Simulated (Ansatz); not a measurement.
Write a Python script for Ansatz 0.2.0 through its Python package that makes a check of PAW against all-electron LAPW of SrGaGe, space group P-6m2. Settings (first run): LDA, PAW, the default cutoff (420 eV here), 8×8×6 k-points, Gaussian smearing of 0.15 eV.

```cif
data_structure
_symmetry_space_group_name_H-M 'P 1'
_symmetry_Int_Tables_number 1
_cell_length_a 4.2694
_cell_length_b 4.2694
_cell_length_c 4.7117
_cell_angle_alpha 90.000
_cell_angle_beta 90.000
_cell_angle_gamma 120.000
_cell_volume 74.38
loop_
_atom_site_label
_atom_site_type_symbol
_atom_site_fract_x
_atom_site_fract_y
_atom_site_fract_z
_atom_site_occupancy
Sr1 Sr 0.00000 0.00000 0.00000 1
Ga1 Ga 0.33333 0.66667 0.50000 1
Ge1 Ge 0.66667 0.33333 0.50000 1
```

`paw_lapw_srgage.py`:
```python
"""Checking the PAW result for SrGaGe with LAPW."""

import ansatz as az
import numpy as np
from pymatgen.core import Lattice, Structure
from pymatgen.io.ase import AseAtomsAdaptor


def count_gap(report):
    # lowest empty less highest filled band, counting bands; zero where they overlap
    return max(report.get("gap_by_band_count_ev") or 0.0, 0.0)

pmg_structure = Structure(
    Lattice([(4.26940621, 0.0, 0.0), (-2.1347031, 3.69741423, 0.0), (0.0, 0.0, 4.7116895)]),
    ["Sr", "Ga", "Ge"],
    [
        (0.0, 0.0, 0.0),
        (1 / 3, 2 / 3, 0.5),
        (2 / 3, 1 / 3, 0.5),
    ],
)
crystal = az.Crystal.from_ase(AseAtomsAdaptor.get_atoms(pmg_structure))

setup = (
    crystal.calculation()
    .functional("LDA")
    .kpoints(8, 8, 6)
    .occupations("Gaussian", width=0.15)
    .scf(tolerance=1e-08)
    .stress()
    .forces()
    .band_table()
)
variants = {
    "PAW": setup.pseudopotentials("paw"),
    "LAPW": setup.pseudopotentials("all_electron", lapw=True),
}
# totals differ by the cores that each treatment holds, so compare what does not depend on them
rows = []
for label, variant in variants.items():
    report = variant.run().report
    levels = np.array(report["eigenvalues_ev"][0]) - report["fermi_energy_ev"]
    print(label, "levels at the first k-point near E_F:", np.round(levels[np.abs(levels) < 5], 3))
    rows.append((label, report["n_electrons"], np.trace(report["stress_gpa"]) / 3, float(np.abs(report["forces_ev_ang"]).max()), count_gap(report)))
for row in rows:
    print("; ".join(f"{name} = {round(v, 4) if isinstance(v, float) else v}" for name, v in zip(["treatment", "electrons in bands", "P GPa", "max force component eV/A", "gap by band count eV"], row)))
```

Output of `python paw_lapw_srgage.py`:
```text
DeckWarning: basis.ecutwfc = 420 eV, auto-derived from the records' recommended cutoffs: set by Sr (normal level)
DeckWarning: output.stress: scf.convergence.dr2_threshold = 1e-8 eV is looser than the 3e-10 eV advised for a printed stress (1e-10 eV for each atom of the cell: 3). What an SCF threshold leaves in a stress goes as its square root, and in the free energy as the threshold itself, and one threshold admits the most on a [...]
PAW levels at the first k-point near E_F: [-1.842 -1.323 -1.323 -1.068 -0.063  2.931  2.931  3.838]
LAPW levels at the first k-point near E_F: [-1.842 -1.322 -1.322 -1.071 -0.063  2.932  2.932  3.838  4.134  4.134
  4.45 ]
treatment = PAW; electrons in bands = 37.0; P GPa = -3.0249; max force component eV/A = 0.0; gap by band count eV = 0.0
treatment = LAPW; electrons in bands = 71.0; P GPa = -3.0183; max force component eV/A = 0.0; gap by band count eV = 0.0
```
(Warnings from the package without file and line, shortened.)

PAW gives -3.025 GPa and LAPW -3.018 GPa, 0.007 GPa apart. They took 6.3 and 78.8 s of processor time.

What to keep in mind:
- The settings weren't tested for convergence.
- The computed bands are complete only to about 2.7 eV above the Fermi level.
- The mesh is modest for a metal, so energies can be off by several to tens of meV an atom and pressures by half a GPa or more; differences at equal mesh fare better.
- A gap by band count of zero or less means overlapping bands, a metal, and at an odd count of electrons it is no gap at all.
- This cell is a computed structure, which may not be the phase found in nature.
- Levels are Kohn-Sham eigenvalues on this mesh, without spin-orbit coupling.
- Pressure is positive in compression; the treatments may keep other shells as core, so totals and counts of electrons can differ.
- Timing: 86 s on 1 thread of Arm Neoverse V2 (shared host), peak memory 0.74 GiB.
